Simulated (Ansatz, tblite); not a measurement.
# Ge10H16 off sphere (Ge9NH16): a ladder of methods and basis sets

An exercise on one series of results from a longer session: the logs are not shown, and one member is left open.

Computed with Ansatz 0.2.0, Gaussian basis. Level: as each input shows.

Plan: GFN1-xTB, GFN2-xTB, PBE-D4/def2-TZVP, r2SCAN-D4/def2-TZVP, LDA/def2-TZVP, CAM-B3LYP-D4/def2-TZVP, LC-ωPBE/def2-TZVP, LC-ωPBE(0.10)/def2-SVP, LC-ωPBE(0.15)/def2-SVP, LC-ωPBE(0.20)/def2-SVP, LC-ωPBE(0.30)/def2-SVP, PBE-D4/def2-SVP, PBE0-D4/def2-SVP, HF/STO-3G, HF/6-31G, B3LYP-D4/6-31G, MP2/def2-SVP, RPA/def2-SVP.

### The structure

The geometry is that of the doublet, from an earlier relaxation (r2SCAN-D4/def2-SVP).

26 atoms, charge 0, spin multiplicity 2.

Bond lengths: Ge1–Ge7 2.424 Å, Ge1–H11 1.553 Å, Ge1–H12 1.546 Å, Ge2–Ge7 2.430 Å, Ge2–Ge9 2.426 Å, Ge2–H13 1.542 Å, Ge2–H14 1.543 Å, Ge3–Ge7 2.430 Å, Ge3–Ge10 2.427 Å, Ge3–H15 1.541 Å, Ge3–H16 1.544 Å, Ge4–N8 1.862 Å, Ge4–Ge10 2.425 Å, Ge4–H17 1.540 Å, Ge4–H18 1.550 Å, Ge5–Ge9 2.428 Å, Ge5–Ge10 2.428 Å, Ge5–H19 1.541 Å and more. Angles: Ge7–Ge1–H11 110.8°, Ge7–Ge1–H12 111.8°, H11–Ge1–H12 107.9°, Ge7–Ge2–Ge9 110.7°, Ge7–Ge2–H13 109.8°, Ge7–Ge2–H14 109.8°, Ge9–Ge2–H13 109.6°, Ge9–Ge2–H14 109.1°, H13–Ge2–H14 107.7°, Ge7–Ge3–Ge10 111.0°, Ge7–Ge3–H15 109.7°, Ge7–Ge3–H16 109.6°, Ge10–Ge3–H15 109.8°, Ge10–Ge3–H16 108.9°, H15–Ge3–H16 107.8°, N8–Ge4–Ge10 107.5°, N8–Ge4–H17 105.6°, N8–Ge4–H18 111.4° and more.

PBE0-D4/def2-TZVP was run before; its log isn't repeated, and its numbers join the tables.

Set-up of the first run:

Tight binding, by tblite at 300 K electronic temperature and without a spin-polarisation term:

```python
tblite.interface.Calculator('GFN1-xTB', numbers, positions, charge=0, uhf=1).singlepoint()
```

Tight binding, by tblite at 300 K electronic temperature and without a spin-polarisation term:

```python
tblite.interface.Calculator('GFN2-xTB', numbers, positions, charge=0, uhf=1).singlepoint()
```

start.molden holds the orbitals of an earlier run on this state, given as this run's starting guess.

in.yaml reads:

```yaml
crystal:
  periodic: [false, false, false]
  atoms:
    - {symbol: Ge, position_ang: [-0.063464, -3.110939, -0.262690]}
    - {symbol: Ge, position_ang: [0.116955, -0.001107, -2.769560]}
    - {symbol: Ge, position_ang: [-2.710496, -0.118449, 0.031676]}
    - {symbol: Ge, position_ang: [0.307622, 0.018757, 2.614195]}
    - {symbol: Ge, position_ang: [-0.094070, 2.847425, -0.036368]}
    - {symbol: Ge, position_ang: [2.648169, 0.089141, 0.287095]}
    - {symbol: Ge, position_ang: [-1.344239, -1.447865, -1.474976]}
    - {symbol: N, position_ang: [1.409892, -0.800855, 1.356778]}
    - {symbol: Ge, position_ang: [1.416253, 1.436174, -1.309577]}
    - {symbol: Ge, position_ang: [-1.331112, 1.333141, 1.402896]}
    - {symbol: H, position_ang: [-0.167795, -4.498100, -0.952033]}
    - {symbol: H, position_ang: [-0.557406, -3.266305, 1.193590]}
    - {symbol: H, position_ang: [1.066117, -0.855913, -3.633872]}
    - {symbol: H, position_ang: [-0.724953, 0.874829, -3.720982]}
    - {symbol: H, position_ang: [-3.546893, -1.047824, 0.933034]}
    - {symbol: H, position_ang: [-3.688590, 0.750321, -0.787514]}
    - {symbol: H, position_ang: [-0.326256, -1.130578, 3.419362]}
    - {symbol: H, position_ang: [1.122909, 0.914121, 3.581173]}
    - {symbol: H, position_ang: [-1.038021, 3.639823, -0.962048]}
    - {symbol: H, position_ang: [0.705409, 3.854645, 0.814577]}
    - {symbol: H, position_ang: [3.482266, -1.016243, -0.386601]}
    - {symbol: H, position_ang: [3.590530, 0.975306, 1.140024]}
    - {symbol: H, position_ang: [-2.278367, -2.167824, -2.478264]}
    - {symbol: H, position_ang: [1.798771, -1.673215, 1.718674]}
    - {symbol: H, position_ang: [2.410848, 2.287859, -2.128183]}
    - {symbol: H, position_ang: [-2.204082, 2.113664, 2.409606]}
basis:
  gaussian: {orbitals: def2-TZVP, fitting: {mean_field: def2-universal-jkfit}, initial_orbitals: start.molden}
magnetization: {spin_polarized: true, initial_magnetization: 1}
hamiltonian: {xc: pbe, dispersion: d4}
scf: {omitted_lower_state_checks: [starts]}
output: {orbitals: {seedname: orbitals}}
```

Started as:

```console
ansatz run in.yaml --threads 2 --pin off --events-out ev --progress --plain --max-ram 32768MiB --backend cuda --devices 0, --max-vram 18GiB
```

Steps of the session up to this table: PBE-D4/def2-TZVP; r2SCAN-D4/def2-TZVP; LDA/def2-TZVP; CAM-B3LYP-D4/def2-TZVP; LC-ωPBE/def2-TZVP; LC-ωPBE(0.10)/def2-SVP; LC-ωPBE(0.15)/def2-SVP; LC-ωPBE(0.20)/def2-SVP; LC-ωPBE(0.30)/def2-SVP; PBE-D4/def2-SVP; PBE0-D4/def2-SVP; HF/STO-3G; HF/6-31G; B3LYP-D4/6-31G; MP2/def2-SVP; RPA/def2-SVP.

One of the session's tables, all rows but one given; the rest of the session is left out.

It belongs to the step «Binding energy». 

| level | binding an atom (eV) |
| --- | --- |
| HF/STO-3G | 3.460 |
| HF/6-31G | 1.832 |
| HF/def2-SVP | 1.987 |
| LDA/def2-TZVP | 3.256 |
| PBE-D4/def2-SVP | 2.844 |
| PBE-D4/def2-TZVP | 2.844 |
| r2SCAN-D4/def2-TZVP | 2.873 |
| B3LYP-D4/6-31G | 2.766 |
| PBE0-D4/def2-SVP | 2.836 |
| PBE0-D4/def2-TZVP | 2.835 |
| CAM-B3LYP-D4/def2-TZVP | 2.839 |
| LC-ωPBE/def2-TZVP | ? |
| MP2/def2-SVP | 2.649 |

**Question.** Estimate the row for LC-ωPBE/def2-TZVP.

The run gave: binding an atom (eV): 2.801. In the column «binding an atom (eV)» it lies between B3LYP-D4/6-31G (2.766) and PBE0-D4/def2-TZVP (2.835).

Limits of these values: Free atoms were run apart at each level; binding is atoms less cluster, divided by the number of atoms, without zero-point or spin-orbit terms.
